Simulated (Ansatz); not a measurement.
**PBE-QIDH/cc-pVDZ run of C2H3ClF2 (1-chloro-1,1-difluoroethane)**

Aim: the electronic atomisation energy of C2H3ClF2 (1-chloro-1,1-difluoroethane) at PBE-QIDH/cc-pVDZ, from 5 runs. 

The results are computed with Ansatz 0.2.0.

55 further runs of the same task are left out: 1 that didn't finish, 54 set aside as unsound or not needed. Runs told in other sessions of the task aren't counted.

## Step 1: The structure to begin with

The species is C2H3ClF2 (8 atoms), meant as a singlet with charge 0. SMILES: `CC(F)(F)Cl`. The shape is that of a PBE0-D4/def2-TZVP optimisation.

Bond lengths: C1–C2 1.499 Å, C2–F3 1.343 Å, C2–F4 1.343 Å, C2–Cl5 1.781 Å, C1–H6 1.088 Å, C1–H7 1.091 Å, C1–H8 1.088 Å. Some angles: C1–C2–F3 111.0°, C1–C2–F4 111.0°, C1–C2–Cl5 112.0°, F3–C2–F4 106.8°, F3–C2–Cl5 107.9°, F4–C2–Cl5 107.9°, C2–C1–H6 109.7°, C2–C1–H7 108.3°, C2–C1–H8 109.7°, H6–C1–H7 109.7°.

## Step 2: The energy at PBE-QIDH/cc-pVDZ

File in.yaml:

```yaml
crystal:
  periodic: [false, false, false]
  atoms:
    - {symbol: C, position_ang: [-0.591960, -0.305640, 0.477310]}
    - {symbol: C, position_ang: [0.524930, 0.179790, -0.395910]}
    - {symbol: F, position_ang: [1.713900, 0.014330, 0.206290]}
    - {symbol: F, position_ang: [0.571970, -0.511300, -1.546500]}
    - {symbol: Cl, position_ang: [0.352900, 1.905700, -0.801400]}
    - {symbol: H, position_ang: [-0.600880, 0.257090, 1.409000]}
    - {symbol: H, position_ang: [-0.428120, -1.363800, 0.687730]}
    - {symbol: H, position_ang: [-1.542750, -0.176190, -0.036530]}
basis:
  gaussian:
    orbitals: cc-pVDZ
hamiltonian:
  xc: {name: PBE-QIDH}
correlation:
  frozen_orbitals: {C: 1, Cl: 5, F: 1, H: 0}
accuracy: high
output: {orbitals: {seedname: orbitals}}
```

Command:

```sh
ansatz run in.yaml --threads 1 --pin off --max-ram 3480MiB --events-out events.jsonl --progress --plain --runs-dir runs
```

Log:

```text
Warning: RAYON_NUM_THREADS=1 ignored (pool sized by the plan → 1); use --threads N
Functional definition: PBE-QIDH
  name "PBE-QIDH"
  parameter a = 3^(-1/3)
  parameter c = 1/3
  exchange = (1 - a)*pbe_x + a*exact_x
  correlation = (1 - c)*pbe_c + c*(mp2_os + mp2_ss)
2086 factors; integrals over basis functions are off by at most 3.6e-9 eV
mean field evaluation 1: about -20051.8571 eV, gradient 3.8e1 eV
mean field evaluation 2: about -20051.9866 eV, gradient 3.8e1 eV
mean field evaluation 4: about -20054.7788 eV, gradient 3.3e0 eV
mean field evaluation 8: about -20054.8086 eV, gradient 5.4e-2 eV
mean field evaluation 16: about -20054.8086 eV, gradient 8.4e-6 eV
mean field -20054.80856522 eV, -737.0006211342 hartree, gradient 4.7e-8 eV, S^2 0.000000; 0 other end points of the search recorded, 0 dependent functions left out
9 core orbitals not correlated: weight in the atoms' cores, before any rotation towards them, 1.000 or more for the frozen orbitals, at most 0.000 for the correlated occupied ones
reference -20054.80856594 eV, -737.0006211609 hartree; 16, 16 occupied and 64, 64 virtual orbitals, 2086 factors
second order -24.00865555 eV of doubles, -0.00000000 eV of singles
Total energy: -20062.81145113 eV, -737.2947217668 hartree
```

Wall time 13 s (1 thread of Arm Neoverse V1, shared host); peak memory 0.32 GiB.

## Step 3: The C atom

File job.yaml:

```yaml
crystal:
  periodic: [false, false, false]
  atoms:
    - {symbol: C, position_ang: [0.000000, 0.000000, 0.000000]}
basis:
  gaussian: {orbitals: cc-pVDZ}
magnetization: {spin_polarized: true, initial_magnetization: 2}
hamiltonian: {xc: {name: PBE-QIDH}}
correlation: {frozen_orbitals: {C: 1}}
accuracy: high
```

Command:

```sh
ansatz run job.yaml --threads 1 --pin off --max-ram 3480MiB --events-out events.jsonl --progress --plain --runs-dir runs
```

Log, cut to the lines that bear on the results:

```text
Warning: RAYON_NUM_THREADS=1 ignored (pool sized by the plan → 1); use --threads N
[... 6 set-up lines as earlier in the session ...]
96 factors; integrals over basis functions are off by at most 1.3e-9 eV
mean field evaluation 1: about -1027.6149 eV, gradient 4.3e0 eV
mean field evaluation 2: about -1027.6164 eV, gradient 4.3e0 eV
mean field evaluation 4: about -1027.7650 eV, gradient 9.2e-2 eV
mean field evaluation 8: about -1027.7649 eV, gradient 1.6e-4 eV
mean field -1027.76491588 eV, -37.7696640144 hartree, gradient 1.5e-8 eV, S^2 2.004196; 0 other end points of the search recorded, 0 dependent functions left out
1 core orbitals not correlated: weight in the atoms' cores, before any rotation towards them, 1.000 or more for the frozen orbitals, at most 0.000 for the correlated occupied ones
reference -1027.76491641 eV, -37.7696640339 hartree; 3, 1 occupied and 10, 12 virtual orbitals, 96 factors
second order -1.61969414 eV of doubles, -0.00000000 eV of singles
Total energy: -1028.30481445 eV, -37.7895049211 hartree
```

It took 0.32 s on 1 thread of Arm Neoverse V1, shared host.

## Step 4: The Cl atom, same level

File input.yaml:

```yaml
crystal:
  periodic: [false, false, false]
  atoms:
    - {symbol: Cl, position_ang: [0.000000, 0.000000, 0.000000]}
basis:
  gaussian: {orbitals: cc-pVDZ}
correlation: {frozen_orbitals: {Cl: 5}}
accuracy: high
hamiltonian: {xc: {name: PBE-QIDH}}
magnetization: {spin_polarized: true, initial_magnetization: 1}
```

Run the same way, it converges to -459.89054 Eh (log not shown).

## Step 5: The F atom, same level

File run.yaml:

```yaml
crystal:
  periodic: [false, false, false]
  atoms:
    - {symbol: F, position_ang: [0.000000, 0.000000, 0.000000]}
basis:
  gaussian:
    orbitals: cc-pVDZ
magnetization:
  spin_polarized: true
  initial_magnetization: 1
hamiltonian:
  xc: {name: PBE-QIDH}
correlation:
  frozen_orbitals: {F: 1}
accuracy: high
```

Command:

```sh
ansatz run run.yaml --threads 1 --pin off --max-ram 3480MiB --events-out events.jsonl --progress --plain --runs-dir runs
```

Log, cut to the lines that bear on the results:

```text
Warning: RAYON_NUM_THREADS=1 ignored (pool sized by the plan → 1); use --threads N
[... 2 set-up lines as earlier in the session ...]
[...]
96 factors; integrals over basis functions are off by at most 1.7e-9 eV
[...]
mean field -2709.09359233 eV, -99.5573532287 hartree, gradient 3.1e-9 eV, S^2 0.751435; 0 other end points of the search recorded, 0 dependent functions left out
1 core orbitals not correlated: weight in the atoms' cores, before any rotation towards them, 1.000 or more for the frozen orbitals, at most 0.000 for the correlated occupied ones
reference -2709.09359248 eV, -99.5573532340 hartree; 4, 3 occupied and 9, 10 virtual orbitals, 96 factors
second order -4.16740657 eV of doubles, -0.00000000 eV of singles
Total energy: -2710.48272800 eV, -99.6084030229 hartree
```

It took 0.38 s on 1 thread of Arm Neoverse V1, shared host.

## Step 6: The H atom at the same level

File in.yaml:

```yaml
crystal:
  periodic: [false, false, false]
  atoms:
    - {symbol: H, position_ang: [0.000000, 0.000000, 0.000000]}
basis:
  gaussian: {orbitals: cc-pVDZ}
magnetization: {spin_polarized: true, initial_magnetization: 1}
hamiltonian: {xc: {name: PBE-QIDH}}
correlation: {frozen_orbitals: {H: 0}}
accuracy: high
```

Run the same way, it converges to -0.50124 Eh (log not shown).

## Step 7: What came out

Level: PBE-QIDH/cc-pVDZ, 9 core orbitals frozen.

| quantity | value |
| --- | --- |
| molecule: total energy | -737.29472 Eh |
| molecule: HOMO energy (SCF part's orbitals) | -11.58 eV |
| molecule: LUMO energy (SCF part's orbitals) | 3.20 eV |
| molecule: HOMO–LUMO gap (SCF part's orbitals) | 14.79 eV |
| C atom: total energy | -37.78950 Eh |
| C atom: ⟨S²⟩ | 2.004 |
| Cl atom: total energy | -459.89054 Eh |
| Cl atom: ⟨S²⟩ | 0.754 |
| F atom: total energy | -99.60840 Eh |
| F atom: ⟨S²⟩ | 0.751 |
| H atom: total energy | -0.50124 Eh |
| H atom: ⟨S²⟩ | 0.750 |
| electronic atomisation energy | 30.059 eV |

What this shows: Taking the molecule apart into free atoms costs 30.06 eV (2900 kJ/mol), before zero-point energy and without spin-orbit coupling.
